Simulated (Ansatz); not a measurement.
# TaCo: the cost of one run

Computed with Ansatz 0.2.0 through its Python package. Level of theory: DFT PBEsol, plane waves, PAW.

## Step 1: The structure

The structure is cubic, space group Pm-3m (No. 221). The conventional cell has a = 3.068 Å, b = 3.068 Å, c = 3.068 Å, α = 90.00°, β = 90.00°, γ = 90.00°. Ta (site symmetry m-3m) has 8 Co at 2.66 Å in its first shell of neighbours. Co (site symmetry m-3m) has 8 Ta at 2.66 Å in its first shell of neighbours.

No structure file is read: the coordinates are typed or built in the script.

## Step 2: The code

File strain.py:

```python
'''A rhombohedral strain scan of TaCo.'''

import ansatz as az
import matplotlib.pyplot as plt
import numpy as np

VECTORS = np.array([
    [3.068399, 0.0, 0.0],
    [0.0, 3.068399, 0.0],
    [0.0, 0.0, 3.068399],
])
SITES = [
    ('Ta', (0.0, 0.0, 0.0), 0.0),
    ('Co', (0.5, 0.5, 0.5), 2.5),
]


def make_crystal(cell):
    crystal = az.Crystal(lattice=az.Lattice.of(cell))
    for symbol, position, moment in SITES:
        crystal = crystal.atom(symbol, position, moment=moment or None)
    return crystal

# clamped ions: the fractional positions stay as typed
values = np.linspace(-0.03, 0.03, 5)
energies = []
for d in values:
    strain = d / 2 * (np.ones((3, 3)) - np.eye(3))
    cell = VECTORS @ (np.eye(3) + strain)
    setup = make_crystal(cell).calculation()
    setup = setup.functional('PBEsol')
    setup = setup.basis(18 * az.Ha).spin('collinear')
    setup = setup.pseudopotentials('paw').occupations('gaussian', width=50 * az.meV)
    setup = setup.kpoints(11, 11, 11).stress()
    summary = setup.run(threads=1).report
    energies.append(summary['free_energy_ev'] / len(SITES))
    s = summary['stress_gpa']
    print(f'd = {d:+.4f}  stress xx yy zz xy (GPa, compression positive): {s[0][0]:8.3f} {s[1][1]:8.3f} {s[2][2]:8.3f} {s[0][1]:8.3f}')
energies = np.array(energies)

for value, e in zip(values, energies):
    print(f'strain {value:7.3f}   E - Emin = {1000 * (e - energies.min()):9.3f} meV/atom')
plt.figure(figsize=(4.5, 3))
plt.plot(values, 1000 * (energies - energies.min()), 'o-')
plt.xlabel('strain')
plt.ylabel('meV/atom')
plt.tight_layout()
plt.savefig('strain.png', dpi=100)
curvature = 2 * np.polyfit(values, energies, 3)[1]
volume = abs(np.linalg.det(VECTORS)) / len(SITES)
print(f'd2E/dd2 over the volume: {curvature / volume * 160.21766:.1f} GPa')
```

## Step 3: What the engine is handed

The engine receives this input (first run):

```yaml
crystal:
  lattice:
    - [3.068399, -0.046025985, -0.046025985]
    - [-0.046025985, 3.068399, -0.046025985]
    - [-0.046025985, -0.046025985, 3.068399]
  atoms:
    - { symbol: Ta, position: [0.0, 0.0, 0.0] }
    - { symbol: Co, position: [0.5, 0.5, 0.5], spin: 2.5 }
basis:
  ecutwfc: 489.804952427784
kpoints:
  mp_grid:
    grid: [11, 11, 11]
hamiltonian:
  xc: pbesol
  pseudopotentials:
    kind: paw
magnetization:
  spin_polarized: true
scf:
  occupations:
    method: gaussian
    width: 0.05
output:
  stress: true
```

## Step 4: Launch

The run is started by

```sh
> python strain.py
```

Q: Estimate wall time and peak memory on 1 thread of Arm Neoverse V2, shared host.

About 71 s, with a peak of 0.57 GiB.
